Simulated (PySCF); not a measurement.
**GaN−: from the state search to spectroscopic constants**

One table from this session's results is given with a row withheld; the runs are named, their logs left out.

Method: Ga def2-TZVPPD, N def2-TZVPPD, no relativity; program: PySCF 2.14.0.

9 further runs of the same task are left out: 9 set aside as unsound or not needed.

The first run:

Settings of the job:

| Property | Result |
| --- | --- |
| atoms | Ga, N |
| charge | -1 |
| basis | Ga def2-TZVPPD, N def2-TZVPPD |
| Hamiltonian | no relativity |
| basis functions | 91 |
| electrons treated | 39 |
| masses in u | 68.9256, 14.0031 |
| levels | PBE0, r²SCAN, LDA, PW91 |
| grid | 80 radial by 434 angular points |
| occupations | held fixed by the projection of orbital angular momentum |
| dissociation limit | Ga− + N, each in its ground configuration |
| starting distance in angstrom | 1.960 |
| values of 2S to try | 1, 3, 5 |

Run with:

```bash
$ OMP_NUM_THREADS=2 python dia.py task.json out
```

Among the steps run: The job; PBE0 along the bond; Excited determinants; r²SCAN (meta-GGA); LDA (local density); PW91.

One of the session's tables, all rows but one given; the rest of the session is left out.

It belongs to the step «The curves together». Energy (eV) from each level's lowest point:

```
R (Å)    LDA   PW91  r²SCAN   PBE0
1.571  0.977  1.164   1.081  1.077
1.644  0.416  0.540   0.478  0.471
1.717  0.117  0.187   0.148  0.142
1.772      ?      ?       ?      ?
1.827  0.000  0.000   0.000  0.000
1.882  0.042  0.012   0.031  0.036
1.955  0.168  0.101   0.145  0.157
2.046  0.398  0.292   0.359  0.381
2.156  0.734  0.586   0.667  0.696
2.302  1.211  1.013   1.085  1.107
```

**Question.** Estimate the row for R (Å) = 1.772.

Worked estimate for «LDA». A straight line through the neighbours (1.717, 0.117) and (1.827, 0.000) gives 0.117 + (0.000 − 0.117) × (1.772 − 1.717) / (1.827 − 1.717) = 0.059; a parabola fitted to 4 rows on both sides gives 0.014.

As computed: LDA: 0.019; PW91: 0.052; r²SCAN: 0.032; PBE0: 0.029. In «LDA» the line misses by +0.040 and the parabola by -0.005.

To keep in mind: At some levels the lowest empty orbital lies below the highest filled one (the two can be of opposite spin).
